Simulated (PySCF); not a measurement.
# TaOF: singlet, from a bent start

Where does singlet TaOF go from a bent start, is the end point a minimum, and what are its modes, charges and moments?

Computed with PySCF 2.14.0. Level: PBE0, basis Ta def2-TZVP with ECP60, O def2-TZVP, F def2-TZVP, scalar-relativistic core potentials, no spin–orbit coupling, density fitting.

**1. The system as given**

3 atoms, charge 0, spin multiplicity 1.

Bond lengths: Ta1–O2 1.830 Å, Ta1–F3 2.100 Å. Angles: O2–Ta1–F3 110.0°.

Coordinates in bohr (charge 0 multiplicity 1):
```
Ta    0.0000    0.0000    0.0000
O    -2.8327    0.0000    1.9835
F     3.2507    0.0000    2.2762
```

**2. The SCF at the typed geometry**

One driver script runs all steps and calls PySCF; scf.py shows how it sets up the SCF of each step. The optimiser is the driver's own. After this first run the driver tries any further starts and a stability analysis.

scf.py reads:

```python
from pyscf import gto, scf, dft
mol = gto.M(atom='''
Ta     0.000000     0.000000     0.000000
O     -1.499000     0.000000     1.049600
F      1.720200     0.000000     1.204500''',
    basis={'Ta': 'def2-TZVP', 'O': 'def2-TZVP', 'F': 'def2-TZVP'},
    ecp={'Ta': 'def2-TZVP'},
    charge=0, spin=0)
mf = dft.RKS(mol, xc='PBE0')
mf.grids.atom_grid = (50, 194)
aux = {'Ta': 'def2-universal-JKFIT', 'O': 'def2-universal-JKFIT', 'F': 'def2-universal-JKFIT'}
mf = mf.density_fit(auxbasis=aux)
mf.conv_tol = 1e-08
mf.diis_space = 10
mf.max_cycle = 60
mf.init_guess = 'minao'
mf.verbose = 4
mf.kernel()
```

Command:

```console
OMP_NUM_THREADS=2 python axn.py task.json out
```

The log of the run (excerpt; [...] marks lines left out):

```text
[... the frontier levels of the middle cycles are left out ...]
init E= -212.922518185424
  HOMO = -0.384416582822465  LUMO = -0.360761390281039  gap/eV = 0.64369
cycle= 1 E= -231.754941247155  delta_E= -18.8  |g|= 1.04  |ddm|= 5.65
  HOMO = -0.179835831348587  LUMO = -0.150523154184859  gap/eV = 0.79764
cycle= 2 E= -227.277995303701  delta_E= 4.48  |g|= 4.32  |ddm|= 2.44
  HOMO = -0.182608797468703  LUMO = -0.0898490445222691  gap/eV = 2.52412
cycle= 3 E= -231.913115634413  delta_E= -4.64  |g|= 0.51  |ddm|= 2.23
cycle= 4 E= -231.937637928609  delta_E= -0.0245  |g|= 0.434  |ddm|= 0.749
cycle= 5 E= -231.969562892109  delta_E= -0.0319  |g|= 0.127  |ddm|= 0.213
cycle= 6 E= -231.972335373758  delta_E= -0.00277  |g|= 0.0583  |ddm|= 0.117
cycle= 7 E= -231.973002820309  delta_E= -0.000667  |g|= 0.0221  |ddm|= 0.0307
cycle= 8 E= -231.973122952144  delta_E= -0.00012  |g|= 0.0041  |ddm|= 0.028
cycle= 9 E= -231.973130952988  delta_E= -8e-06  |g|= 0.00125  |ddm|= 0.0095
cycle= 10 E= -231.973132680294  delta_E= -1.73e-06  |g|= 0.000406  |ddm|= 0.00687
cycle= 11 E= -231.973132827161  delta_E= -1.47e-07  |g|= 0.000109  |ddm|= 0.0022
cycle= 12 E= -231.973132833041  delta_E= -5.88e-09  |g|= 2.78e-05  |ddm|= 0.000249
  HOMO = -0.245691147059436  LUMO = -0.150176092520862  gap/eV = 2.59910
Extra cycle  E= -231.973132833996  delta_E= -9.55e-10  |g|= 1.72e-05  |ddm|= 0.000113
converged SCF energy = -231.973132833996
```

This step, with its further starts and checks, took 6 s on 2 threads of Arm Neoverse V2, shared host.

The starts that the driver tried:

```csv
start,energy (Eh)
the minimal-basis guess,-231.973133
a thermally smeared density,-231.973133
a smeared PBE density,-231.973133
```

The test of internal stability and the other starts found no lower closed-shell solution.

**3. Bent start, singlet: relaxation**

The program finds Cs symmetry in the start, which this walk keeps. Threshold on the gradient: 0.0003 Eh/bohr, with a further test on the energy change.

scf.py, as its differences from that of step 2:

```diff
@@ -3,3 +3,3 @@
-Ta     0.000000     0.000000     0.000000
-O     -1.499000     0.000000     1.049600
-F      1.720200     0.000000     1.204500''',
+Ta    -0.040310     0.000000    -0.183716
+O     -1.539310     0.000000     0.865884
+F      1.679890     0.000000     1.020784''',
@@ -16 +15,0 @@
-mf.init_guess = 'minao'
```

Steps of the walk:

```csv
step,energy (Eh),change (kJ/mol),largest symmetric gradient (Eh/bohr)
0,-231.973133,0.00,0.12629
1,-232.014608,-108.89,0.05296
2,-232.018451,-118.98,0.02336
3,-232.019623,-122.06,0.00769
4,-232.019709,-122.29,0.00161
5,-232.019711,-122.29,0.00017
```

The walk took 9 s.

After 5 steps and 122.3 kJ/mol it ends at Cs: Ta–F 1.834 Å, Ta–O 1.689 Å; F–Ta–O 106.9°.

**4. Vibrations and properties at this point**

The point is checked on the finer grid, and tightened if its gradient asks for it. The Hessian and the dipole derivatives come from central differences of analytic gradients, with steps of 0.02 bohr.

scf.py, as its differences from that of step 3:

```diff
@@ -3,3 +3,3 @@
-Ta    -0.040310     0.000000    -0.183716
-O     -1.539310     0.000000     0.865884
-F      1.679890     0.000000     1.020784''',
+Ta    -0.027574     0.000000    -0.168791
+O     -1.396843     0.000000     0.820137
+F      1.437543     0.000000     0.935646''',
@@ -10 +10 @@
-mf.grids.atom_grid = (50, 194)
+mf.grids.atom_grid = (75, 302)
@@ -13 +13 @@
-mf.conv_tol = 1e-08
+mf.conv_tol = 1e-10
```

The driver hands on the density of the step before, so the log starts near convergence.

Log of the central SCF (cycles and frontier levels):

```text
init E= -232.019870857503
  HOMO = -0.224695614948136  LUMO = -0.115839755533681  gap/eV = 2.96212
cycle= 1 E= -232.019870857499  delta_E= 4.32e-12  |g|= 5.87e-06  |ddm|= 4.71e-06
  HOMO = -0.224695782998278  LUMO = -0.115839946494047  gap/eV = 2.96212
Extra cycle  E= -232.019870857471  delta_E= 2.8e-11  |g|= 1.38e-05  |ddm|= 8.9e-06
converged SCF energy = -232.019870857471
```

The whole step took 33 s.

Geometry: Cs; Ta–F 1.835 Å, Ta–O 1.689 Å; F–Ta–O 107.2°.

Modes, for the most abundant isotopes:

| symmetry | ω (cm⁻¹) | IR (km/mol) | type |
| --- | --- | --- | --- |
| a' | 244 | 8.1 | bend |
| a' | 717 | 78.9 | stretch |
| a' | 1062 | 113 | stretch |

All wavenumbers are real: a minimum.

Constants and moments:

```
Dipole moment                                                   : 2.77 D
Highest occupied level                                          : -6.11 eV
Lowest empty level                                              : -3.15 eV
Rotational constants                                            : 0.5455, 0.2333, 0.1634 cm⁻¹
Zero-point energy                                               : 12.1 kJ/mol
Principal polarisabilities                                      : 54.8, 64.3, 70.9 bohr³
Atomisation energy without zero-point energy                    : 1319 kJ/mol
Principal traceless quadrupole moments about the centre of mass : -2.79, 0.27, 2.52 D Å
Entropy at 298.15 K and 1 bar                                   : 284.7 J/(mol K)
Heat capacity Cp at 298.15 K                                    : 45.3 J/(mol K)
Enthalpy at 298.15 K above 0 K                                  : 11.57 kJ/mol
Rotational symmetry number                                      : 1
```

Populations by atom (charges in e):

```
atom  Mulliken  Löwdin  polar tensor  Mayer order to Ta1
 Ta1      0.77    0.44          1.18                   –
  O2     -0.44   -0.26         -0.68                2.28
  F3     -0.33   -0.18         -0.50                1.09
```

Outer orbital energies (eV). occupied: -25.63, -14.05, -13.40, -13.21, -10.87, -10.67, -10.43, -6.11; empty: -3.15, -3.04, -1.61, -0.96.

Mulliken populations on Ta1 (outside its core potential): s 3.42, p 6.25, d 2.46, f 0.11.

**5. A spin-polarised start**

A stability analysis found the closed shell of the lowest minimum unstable towards spin polarisation, so the unrestricted solution is followed.

The program finds Cs symmetry in the start, which may break.

scf.py, as its differences from that of step 4:

```diff
@@ -3,3 +3,3 @@
-Ta    -0.027574     0.000000    -0.168791
-O     -1.396843     0.000000     0.820137
-F      1.437543     0.000000     0.935646''',
+Ta    -0.027478     0.000000    -0.170418
+O     -1.396746     0.000000     0.818510
+F      1.437640     0.000000     0.934019''',
@@ -9,2 +9,2 @@
-mf = dft.RKS(mol, xc='PBE0')
-mf.grids.atom_grid = (75, 302)
+mf = dft.UKS(mol, xc='PBE0')
+mf.grids.atom_grid = (50, 194)
@@ -13 +13 @@
-mf.conv_tol = 1e-10
+mf.conv_tol = 1e-08
```

Steps of the walk:

| step | energy (Eh) | change (kJ/mol) | largest gradient (Eh/bohr) |
| --- | --- | --- | --- |
| 0 | -232.024745 | 0.00 | 0.00978 |
| 1 | -232.025139 | -1.03 | 0.00282 |
| 2 | -232.025240 | -1.30 | 0.00124 |
| 3 | -232.025245 | -1.31 | 0.00039 |
| 4 | -232.025245 | -1.31 | 0.00004 |

The walk took 9.9 s.

Positions (Å) and forces (eV/Å) along the way:

```
step 0
Ta  -0.027   0.000  -0.170  -0.157   0.000  -0.288
O   -1.397   0.000   0.819  -0.342   0.000   0.058
F    1.438   0.000   0.934   0.499   0.000   0.230
step 1
Ta  -0.030   0.000  -0.162  -0.111   0.000   0.145
O   -1.419   0.000   0.812   0.010   0.000  -0.130
F    1.462   0.000   0.932   0.101   0.000  -0.015
step 2
Ta  -0.033   0.000  -0.149   0.068   0.000   0.050
O   -1.435   0.000   0.804  -0.029   0.000  -0.012
F    1.481   0.000   0.927  -0.038   0.000  -0.038
step 3
Ta  -0.032   0.000  -0.145   0.004   0.000   0.020
O   -1.439   0.000   0.802   0.009   0.000  -0.018
F    1.484   0.000   0.925  -0.013   0.000  -0.002
step 4
Ta  -0.032   0.000  -0.145   0.006   0.000  -0.001
O   -1.439   0.000   0.802  -0.003   0.000  -0.007
F    1.484   0.000   0.925  -0.003   0.000   0.008
```

End point (Cs, 4 steps, 1.3 kJ/mol gained): Ta–F 1.856 Å, Ta–O 1.696 Å; F–Ta–O 110.8°.

**6. Vibrations and properties at this point**

The same treatment as at the point before.

scf.py, as its differences from that of step 5:

```diff
@@ -3,3 +3,3 @@
-Ta    -0.027478     0.000000    -0.170418
-O     -1.396746     0.000000     0.818510
-F      1.437640     0.000000     0.934019''',
+Ta    -0.029110     0.000000    -0.163765
+O     -1.436475     0.000000     0.782255
+F      1.487183    -0.000000     0.905584''',
@@ -10 +10 @@
-mf.grids.atom_grid = (50, 194)
+mf.grids.atom_grid = (75, 302)
@@ -13 +13 @@
-mf.conv_tol = 1e-08
+mf.conv_tol = 1e-10
```

Log of the central SCF (cycles and frontier levels):

```text
init E= -232.025454620534
[... the frontier-level lines of each cycle are left out ...]
cycle= 1 E= -232.025454620535  delta_E= -1.14e-13  |g|= 1.74e-06  |ddm|= 3.49e-06
Extra cycle  E= -232.025454620528  delta_E= 6.65e-12  |g|= 4.82e-06  |ddm|= 3.64e-06
converged SCF energy = -232.025454620528  <S^2> = 0.65212023  2S+1 = 1.8996002
```

The whole step took 52 s on 2 threads of Arm Neoverse V2, shared host.

Geometry: Cs; Ta–F 1.855 Å, Ta–O 1.696 Å; F–Ta–O 110.9°.

Modes, for the most abundant isotopes:

```json
{"ω (cm⁻¹)": "216", "IR (km/mol)": "6.3", "type": "bend"}
{"ω (cm⁻¹)": "680", "IR (km/mol)": "89.6", "type": "stretch"}
{"ω (cm⁻¹)": "1042", "IR (km/mol)": "134", "type": "stretch"}
```

No imaginary mode, so this is a minimum.

The SCF density has lower symmetry than the nuclear frame, so the modes carry no labels.

Constants and moments:

| Property | Result |
| --- | --- |
| Dipole moment | 2.98 D |
| Highest occupied level | -6.33 eV |
| Lowest empty level | -2.79 eV |
| Rotational constants | 0.5879, 0.2197, 0.1599 cm⁻¹ |
| Zero-point energy | 11.6 kJ/mol |
| Principal polarisabilities | 50.4, 60.0, 65.8 bohr³ |
| Atomisation energy without zero-point energy | 1334 kJ/mol |
| Principal traceless quadrupole moments about the centre of mass | -4.18, 1.76, 2.42 D Å |
| Entropy at 298.15 K and 1 bar | 285.8 J/(mol K) |
| Heat capacity Cp at 298.15 K | 45.9 J/(mol K) |
| Enthalpy at 298.15 K above 0 K | 11.72 kJ/mol |
| Rotational symmetry number | 1 |
| Spin squared ⟨S²⟩ | 0.652 |

Charges (e) and bond orders:

| atom | Mulliken | Löwdin | polar tensor | spin (Mulliken) | Mayer order to Ta1 |
| --- | --- | --- | --- | --- | --- |
| Ta1 | 0.83 | 0.49 | 1.26 | 0.00 | – |
| O2 | -0.47 | -0.28 | -0.73 | 0.00 | 2.26 |
| F3 | -0.37 | -0.21 | -0.53 | 0.00 | 1.03 |

Mulliken populations on Ta1 (outside its core potential): s 3.16, p 6.28, d 2.62, f 0.11.

**7. All stationary points**

| spin | group | bonds | imaginary modes (cm⁻¹) | ΔE (kJ/mol) | with zero-point energy |
| --- | --- | --- | --- | --- | --- |
| broken-symmetry (Ms = 0) | Cs (density of lower symmetry) | Ta–F 1.855 Å, Ta–O 1.696 Å | none | 0.0 | 0.0 |
| singlet | Cs | Ta–F 1.835 Å, Ta–O 1.689 Å | none | 14.7 | 15.2 |

**8. What came out**

| quantity | value |
| --- | --- |
| minimum | broken-symmetry (Ms = 0), Cs |
| geometry | Ta–F 1.855 Å, Ta–O 1.696 Å; F–Ta–O 110.9° |
| wavenumbers (cm⁻¹) | 216, 680, 1042 |
| dipole moment | 2.98 D |
| highest occupied, lowest empty level (either spin) | -6.33, -2.79 eV |
| polar-tensor charge of Ta1 | +1.26 e |
| zero-point energy | 11.6 kJ/mol |
| entropy at 298.15 K | 285.8 J/(mol K) |
| atomisation energy (no zero-point energy) | 1334 kJ/mol |
| ⟨S²⟩ | 0.652 |

What this shows: The bent start keeps its Cs symmetry and ends in a minimum. The determinant is spin-contaminated (⟨S²⟩ = 0.65 against 0.00), so it is no pure spin state. In the infrared the band at 1042 cm⁻¹ (stretch) leads. Only this shape and spin were tried, so other structures or states may lie lower. The SCF density has lower symmetry than the nuclear frame. With an element this heavy the missing spin–orbit coupling can shift these numbers.

The search up to here took 1.9 min.
